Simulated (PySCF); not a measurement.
**WN(OH)₂: structure of the doublet**

Aim: relax WN(OH)₂ as a doublet from a trigonal pyramidal start, check by its vibrations whether the end is a minimum, and collect its spectrum and constants.

Program: PySCF 2.14.0. Level of theory: PBE0, basis W def2-TZVP with ECP60, N def2-TZVP, O def2-TZVP, H def2-TZVP, scalar-relativistic core potentials, no spin–orbit coupling, density fitting. These are calculated values, not measurements.

### Step 1. Starting geometry

6 atoms, charge 0, spin multiplicity 2.

Bond lengths: W1–N2 1.800 Å, W1–O3 2.000 Å, W1–O4 2.000 Å, O3–H5 0.960 Å, O4–H6 0.960 Å. Angles: N2–W1–O3 99.8°, N2–W1–O4 99.8°, O3–W1–O4 99.8°, W1–O3–H5 130.0°, W1–O4–H6 130.0°.

Coordinates in bohr (charge 0 multiplicity 2):
```
W     0.0000    0.0000    0.0000
N     3.0033    0.0000    1.5968
O    -1.6684    2.8900    1.7743
O    -1.6684   -2.8900    1.7743
H    -0.9798    4.4766    2.3217
H    -3.3868   -3.0869    2.3217
```

### Step 2. Finding the electronic state

One driver script runs all steps and calls PySCF; scf.py shows how it sets up the SCF of each step. The optimiser is the driver's own. After this first run the driver tries any further starts and a stability analysis.

File scf.py:

```python
from pyscf import gto, scf, dft
mol = gto.M(atom='''
W      0.000000     0.000000     0.000000
N      1.589300     0.000000     0.845000
O     -0.882900     1.529300     0.938900
O     -0.882900    -1.529300     0.938900
H     -0.518500     2.368900     1.228600
H     -1.792200    -1.633500     1.228600''',
    basis={'W': 'def2-TZVP', 'N': 'def2-TZVP', 'O': 'def2-TZVP', 'H': 'def2-TZVP'},
    ecp={'W': 'def2-TZVP'},
    charge=0, spin=1)
mf = dft.UKS(mol, xc='PBE0')
mf.grids.atom_grid = (50, 194)
aux = {'W': 'def2-universal-JKFIT', 'N': 'def2-universal-JKFIT', 'O': 'def2-universal-JKFIT', 'H': 'def2-universal-JKFIT'}
mf = mf.density_fit(auxbasis=aux)
mf.conv_tol = 1e-08
mf.diis_space = 10
mf.max_cycle = 60
mf.init_guess = 'minao'
mf.verbose = 4
mf.kernel()
```

Run with:

```sh
$ OMP_NUM_THREADS=4 python axn.py task.json out
```

Log:

```text
init E= -252.997802893983
[... the frontier-level lines of each cycle are left out ...]
cycle= 1 E= -272.670892141967  delta_E= -19.7  |g|= 1.26  |ddm|= 6.08
cycle= 2 E= -263.111902740556  delta_E= 9.56  |g|= 4.34  |ddm|= 3.56
cycle= 3 E= -273.283885157657  delta_E= -10.2  |g|= 0.348  |ddm|= 3.19
cycle= 4 E= -273.282392782779  delta_E= 0.00149  |g|= 0.372  |ddm|= 0.526
cycle= 5 E= -273.322045201615  delta_E= -0.0397  |g|= 0.207  |ddm|= 0.282
cycle= 6 E= -273.339576174298  delta_E= -0.0175  |g|= 0.0635  |ddm|= 0.128
cycle= 7 E= -273.341205715188  delta_E= -0.00163  |g|= 0.0249  |ddm|= 0.0346
cycle= 8 E= -273.341629883424  delta_E= -0.000424  |g|= 0.0106  |ddm|= 0.0325
cycle= 9 E= -273.341817434266  delta_E= -0.000188  |g|= 0.00614  |ddm|= 0.0305
cycle= 10 E= -273.341912790396  delta_E= -9.54e-05  |g|= 0.00343  |ddm|= 0.0208
cycle= 11 E= -273.341983170333  delta_E= -7.04e-05  |g|= 0.00189  |ddm|= 0.0233
cycle= 12 E= -273.342002750286  delta_E= -1.96e-05  |g|= 0.00147  |ddm|= 0.0081
cycle= 13 E= -273.342023877778  delta_E= -2.11e-05  |g|= 0.000659  |ddm|= 0.0125
cycle= 14 E= -273.342028641276  delta_E= -4.76e-06  |g|= 0.000246  |ddm|= 0.0073
cycle= 15 E= -273.342029082919  delta_E= -4.42e-07  |g|= 0.000127  |ddm|= 0.00204
cycle= 16 E= -273.34202918485  delta_E= -1.02e-07  |g|= 6.43e-05  |ddm|= 0.00105
cycle= 17 E= -273.342029209436  delta_E= -2.46e-08  |g|= 4.18e-05  |ddm|= 0.000436
cycle= 18 E= -273.342029220173  delta_E= -1.07e-08  |g|= 1.31e-05  |ddm|= 0.00042
cycle= 19 E= -273.342029220846  delta_E= -6.73e-10  |g|= 7.08e-06  |ddm|= 9.23e-05
Extra cycle  E= -273.342029220856  delta_E= -9.66e-12  |g|= 1.39e-05  |ddm|= 1.94e-05
converged SCF energy = -273.342029220856  <S^2> = 0.79991538  2S+1 = 2.0493076
```

This step, with its further starts and checks, needed 34 s of wall time on 4 threads of Arm Neoverse V1, shared host.

The starts that the driver tried:

```
                      start  energy (Eh)
    the minimal-basis guess  -273.342029
a thermally smeared density  -273.342029
      a smeared PBE density  -273.342029
```

No lower solution of this spin turned up from the other starts or in the test of internal stability.

### Step 3. Relaxing the doublet from the trigonal pyramidal start

The program finds C1 symmetry in the start. The walk stops when the largest gradient is under 0.0003 Eh/bohr and the energy has settled too.

scf.py, as its differences from that of step 2:

```diff
@@ -3,6 +3,6 @@
-W      0.000000     0.000000     0.000000
-N      1.589300     0.000000     0.845000
-O     -0.882900     1.529300     0.938900
-O     -0.882900    -1.529300     0.938900
-H     -0.518500     2.368900     1.228600
-H     -1.792200    -1.633500     1.228600''',
+W      0.035858    -0.003195    -0.191173
+N      1.625158    -0.003195     0.653827
+O     -0.847042     1.526105     0.747727
+O     -0.847042    -1.532495     0.747727
+H     -0.482642     2.365705     1.037427
+H     -1.756342    -1.636695     1.037427''',
@@ -19 +18,0 @@
-mf.init_guess = 'minao'
```

Steps of the walk:

```
step  energy (Eh)  change (kJ/mol)  largest gradient (Eh/bohr)
   0  -273.342029             0.00                     0.15935
   1  -273.390716          -127.83                     0.04854
   2  -273.399820          -151.73                     0.02027
   3  -273.401677          -156.61                     0.02113
   4  -273.403779          -162.12                     0.00565
   5  -273.404934          -165.16                     0.00516
   6  -273.405526          -166.71                     0.00477
   7  -273.405752          -167.31                     0.00335
   8  -273.405908          -167.71                     0.00662
   9  -273.406033          -168.04                     0.00678
  10  -273.406120          -168.27                     0.00277
  11  -273.406191          -168.46                     0.00100
  12  -273.406222          -168.54                     0.00209
  13  -273.406233          -168.57                     0.00093
  14  -273.406237          -168.58                     0.00064
  15  -273.406239          -168.58                     0.00023
```

The walk took 84 s.

It settles in C1 symmetry, 168.6 kJ/mol below the start, after 15 steps: O–H 0.960 Å (×2), W–N 1.663 Å, W–O 1.892 Å, W–O 1.906 Å; H–O–W 124.1°, H–O–W 124.8°, N–W–O 107.0°, N–W–O 109.6°, O–W–O 136.4°.

### Step 4. Frequencies

The point is checked on the finer grid, and tightened if its gradient asks for it. The Hessian and the dipole derivatives come from central differences of analytic gradients, with steps of 0.02 bohr.

scf.py, as its differences from that of step 3:

```diff
@@ -3,6 +3,6 @@
-W      0.035858    -0.003195    -0.191173
-N      1.625158    -0.003195     0.653827
-O     -0.847042     1.526105     0.747727
-O     -0.847042    -1.532495     0.747727
-H     -0.482642     2.365705     1.037427
-H     -1.756342    -1.636695     1.037427''',
+W     -0.007121     0.001248    -0.062716
+N      1.646753    -0.024193     0.104387
+O     -0.644037     1.757604     0.236601
+O     -0.627621    -1.766310     0.285504
+H     -0.080519     2.495035     0.481757
+H     -1.543095    -2.008232     0.442772''',
@@ -13 +13 @@
-mf.grids.atom_grid = (50, 194)
+mf.grids.atom_grid = (75, 302)
@@ -16 +16 @@
-mf.conv_tol = 1e-08
+mf.conv_tol = 1e-10
```

The driver hands on the density of the step before, so the log starts near convergence.

Log of the central SCF (cycles and frontier levels):

```text
init E= -273.406274965509
[... the frontier-level lines of each cycle are left out ...]
cycle= 1 E= -273.406274965513  delta_E= -3.64e-12  |g|= 3.14e-06  |ddm|= 4.85e-06
Extra cycle  E= -273.406274965502  delta_E= 1.13e-11  |g|= 6.49e-06  |ddm|= 5.2e-06
converged SCF energy = -273.406274965502  <S^2> = 0.76134957  2S+1 = 2.0113176
```

The whole step took 4.6 min.

Geometry: C1; O–H 0.960 Å (×2), W–N 1.662 Å, W–O 1.892 Å, W–O 1.905 Å; H–O–W 123.8°, H–O–W 125.1°, N–W–O 106.9°, N–W–O 109.5°, O–W–O 136.3°.

Harmonic modes (main isotopes):

| symmetry | ω (cm⁻¹) | IR (km/mol) | μ (u) |
| --- | --- | --- | --- |
| a | 78 | 2.1 | 6.23 |
| a | 197 | 8.8 | 5.73 |
| a | 313 | 7.5 | 7.39 |
| a | 436 | 98.7 | 1.12 |
| a | 541 | 106 | 1.18 |
| a | 603 | 134 | 1.23 |
| a | 657 | 213 | 1.50 |
| a | 704 | 61.0 | 5.12 |
| a | 721 | 62.1 | 3.89 |
| a | 1148 | 73.3 | 14.88 |
| a | 3897 | 278 | 1.07 |
| a | 3900 | 53.4 | 1.07 |

All wavenumbers are real: a minimum.

Properties at this point:

* Dipole moment: 3.91 D
* Highest occupied level: -6.81 eV
* Lowest empty level: -2.95 eV
* Rotational constants: 0.2971, 0.1492, 0.1033 cm⁻¹
* Zero-point energy: 78.9 kJ/mol
* Principal polarisabilities: 45.6, 51.8, 57.6 bohr³
* Atomisation energy without zero-point energy: 2397 kJ/mol
* Principal traceless quadrupole moments about the centre of mass: -10.66, 1.55, 9.12 D Å
* Entropy at 298.15 K and 1 bar (electronic part: spin only): 331.7 J/(mol K)
* Heat capacity Cp at 298.15 K: 82.6 J/(mol K)
* Enthalpy at 298.15 K above 0 K: 17.12 kJ/mol
* Rotational symmetry number: 1
* Spin squared ⟨S²⟩: 0.761

Populations by atom (charges in e):

```json
{"atom": "W1", "Mulliken": "1.01", "Löwdin": "0.64", "polar tensor": "1.49", "spin (Mulliken)": "1.18", "Mayer order to W1": "–"}
{"atom": "N2", "Mulliken": "-0.42", "Löwdin": "-0.34", "polar tensor": "-0.60", "spin (Mulliken)": "-0.13", "Mayer order to W1": "2.90"}
{"atom": "O3", "Mulliken": "-0.64", "Löwdin": "-0.31", "polar tensor": "-0.76", "spin (Mulliken)": "-0.02", "Mayer order to W1": "1.12"}
{"atom": "O4", "Mulliken": "-0.64", "Löwdin": "-0.32", "polar tensor": "-0.76", "spin (Mulliken)": "-0.03", "Mayer order to W1": "1.07"}
{"atom": "H5", "Mulliken": "0.36", "Löwdin": "0.17", "polar tensor": "0.32", "spin (Mulliken)": "0.00", "Mayer order to W1": "0.01"}
{"atom": "H6", "Mulliken": "0.33", "Löwdin": "0.16", "polar tensor": "0.31", "spin (Mulliken)": "0.00", "Mayer order to W1": "0.02"}
```

Mulliken populations on W1 (outside its core potential): s 2.61, p 6.34, d 3.92, f 0.11.

### Step 5. Outcome

```
                                          quantity                                                                                                                          value
                                           minimum                                                                                                                    doublet, C1
                                          geometry  O–H 0.960 Å (×2), W–N 1.662 Å, W–O 1.892 Å, W–O 1.905 Å; H–O–W 123.8°, H–O–W 125.1°, N–W–O 106.9°, N–W–O 109.5°, O–W–O 136.3°
                                wavenumbers (cm⁻¹)                   78 (a), 197 (a), 313 (a), 436 (a), 541 (a), 603 (a), 657 (a), 704 (a), 721 (a), 1148 (a), 3897 (a), 3900 (a)
                                     dipole moment                                                                                                                         3.91 D
highest occupied, lowest empty level (either spin)                                                                                                                -6.81, -2.95 eV
                         polar-tensor charge of W1                                                                                                                        +1.49 e
                                 zero-point energy                                                                                                                    78.9 kJ/mol
                               entropy at 298.15 K                                                                                                                331.7 J/(mol K)
         atomisation energy (no zero-point energy)                                                                                                                    2397 kJ/mol
                                              ⟨S²⟩                                                                                                                          0.761
```

The trigonal pyramidal start ends in a minimum without symmetry. In the infrared the band at 3897 cm⁻¹ (a) leads. Most of the spin sits on W1 (Mulliken spin 1.18, against 1 for the whole molecule). Only this shape and spin were tried, so other structures or states may lie lower. One determinant may miss the lowest occupation of an open d or f shell. With an element this heavy the missing spin–orbit coupling can shift these numbers.

The search up to here took 6.6 min.
